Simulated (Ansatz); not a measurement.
# YAl3N4: the cost of one run

Computed with Ansatz 0.2.0 (DFT PBE, scalar-relativistic, plane waves, PAW, unless a step's input says otherwise).

1 further run of the same task is left out (set aside as unsound or not needed).

## Step 1: The structure to begin with

Symmetry: P-43m, No. 215, cubic system. The conventional cell has a = 4.632 Å, b = 4.632 Å, c = 4.632 Å, α = 90.00°, β = 90.00°, γ = 90.00°. Y (site symmetry -43m) has 4 N at 2.18 Å as nearest neighbours. Al (site symmetry -42m) has 4 N at 1.95 Å as nearest neighbours. Around N (site symmetry 3m) lie 3 Al at 1.95 Å and 1 Y at 2.18 Å.

As a file:

```
CELL_PARAMETERS angstrom
4.63189 0.00000 0.00000
0.00000 4.63189 0.00000
0.00000 0.00000 4.63189
ATOMIC_POSITIONS crystal
Y 0.50000 0.50000 0.50000
Al 0.50000 0.00000 0.00000
Al 0.00000 0.00000 0.50000
Al 0.00000 0.50000 0.00000
N 0.77218 0.22782 0.77218
N 0.77218 0.77218 0.22782
N 0.22782 0.22782 0.22782
N 0.22782 0.77218 0.77218
```

The cell was relaxed beforehand at this level, from a generated guess; it needn't be the stable form of this composition. At a tolerance of 0.02 Å it has space group P-43m (No. 215); it has 12.42 Å³/atom, an uncorrected energy of -1.18 eV/atom over the elements.

## Step 2: Bands, states and charges

Contents of input.yaml:

```yaml
crystal:
  lattice:
    - [4.6318920449, 0.0, 0.0]
    - [0.0, 4.6318920449, 0.0]
    - [0.0, 0.0, 4.6318920449]
  atoms:
    - { symbol: "Y", position: [0.5, 0.5, 0.5] }
    - { symbol: Al, position: [0.5, 0.0, 0.0] }
    - { symbol: Al, position: [0.0, 0.0, 0.5] }
    - { symbol: Al, position: [0.0, 0.5, 0.0] }
    - { symbol: "N", position: [0.7721785442, 0.2278214558, 0.7721785442] }
    - { symbol: "N", position: [0.7721785442, 0.7721785442, 0.2278214558] }
    - { symbol: "N", position: [0.2278214558, 0.2278214558, 0.2278214558] }
    - { symbol: "N", position: [0.2278214558, 0.7721785442, 0.7721785442] }
basis:
  ecutwfc: 420
kpoints:
  mp_grid: { grid: [6, 6, 6] }
  band_path:
    path:
      - [[0.0, 0.0, 0.0], [0.0, 0.5, 0.0], [0.5, 0.5, 0.0], [0.0, 0.0, 0.0], [0.5, 0.5, 0.5], [0.0, 0.5, 0.0]]
      - [[0.5, 0.5, 0.5], [0.5, 0.5, 0.0]]
    npoints: 14
hamiltonian:
  xc: pbe
scf:
  occupations: { method: gaussian, width: 0.02 }
  n_extra_bands: 20
output:
  forces: true
  stress: true
  eigenvalues: true
  populations: true
  dos: { projected: true, de: 0.02, nscf_kmesh: { grid: [9, 9, 9] } }
  bader: true
  write_density: true
  write_potential: true
  elf: true
  volumetric_format: npy
```

On the command line:

```bash
$ ansatz run input.yaml --threads 1 --pin off --max-ram 2560MiB --backend cpu --events-out ev --progress --plain --runs-dir out
```

**Question.** How long does this run take on 1 thread of Intel Xeon Platinum 8259CL at 2.50GHz (Skylake/Cascade Lake), shared host, and how much memory does it need?

About 2.8 min, with a peak of 0.51 GiB.
